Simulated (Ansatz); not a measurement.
# Si3F: the cost of one run

Method: DFT PBE, scalar-relativistic, plane waves, PAW, in Ansatz 0.2.0.

## Step 1: The starting structure

It takes space group Im-3m (No. 229, cubic). Conventional cell: a = 5.084 Å, b = 5.084 Å, c = 5.084 Å, α = 90.00°, β = 90.00°, γ = 90.00°. Around Si (site symmetry 4/mmm) lie 4 Si at 2.54 Å and 2 F at 2.54 Å. F (site symmetry m-3m) has 6 Si at 2.54 Å in its first shell of neighbours.

As a file:

```cif
data_structure
_symmetry_space_group_name_H-M 'Im-3m'
_symmetry_Int_Tables_number 229
_cell_length_a 5.0838
_cell_length_b 5.0838
_cell_length_c 5.0838
_cell_angle_alpha 90.000
_cell_angle_beta 90.000
_cell_angle_gamma 90.000
_cell_volume 131.39
loop_
_atom_site_label
_atom_site_type_symbol
_atom_site_symmetry_multiplicity
_atom_site_Wyckoff_symbol
_atom_site_fract_x
_atom_site_fract_y
_atom_site_fract_z
_atom_site_occupancy
Si1 Si 6 b 0.50000 0.00000 0.00000 1
F1 F 2 a 0.00000 0.00000 0.00000 1
```

A structure generator made this guess: random cell by space group and Wyckoff sites (Im-3m, No. 229). Lengths come from tabulated atomic sizes and are only a guess.

## Step 2: Probe: one point on a coarse mesh

Input file input.yaml:

```yaml
crystal:
  lattice:
    - [-2.54192402, 2.54192402, 2.54192402]
    - [2.54192402, -2.54192402, 2.54192402]
    - [2.54192402, 2.54192402, -2.54192402]
  atoms:
    - { symbol: Si, position: [0.0, 0.5, 0.5] }
    - { symbol: Si, position: [0.5, 0.0, 0.5] }
    - { symbol: Si, position: [0.5, 0.5, 0.0] }
    - { symbol: F, position: [0.0, 0.0, 0.0] }
basis:
  ecutwfc: 420
kpoints:
  mp_grid: { grid: [6, 6, 6] }
hamiltonian:
  xc: pbe
scf:
  occupations: { method: gaussian, width: 0.1 }
  lower_state_search: "off"
output:
  forces: true
  stress: true
  eigenvalues: true
```

On the command line:

```sh
> ansatz run input.yaml --threads 1 --pin off --max-ram 2560MiB --backend cpu --events-out ev --progress --plain --runs-dir out
```

**Question.** How long does this run take on 1 thread of Arm Neoverse V1, shared host, and how much memory does it need?

About 1.1 s, with a peak of 0.28 GiB.
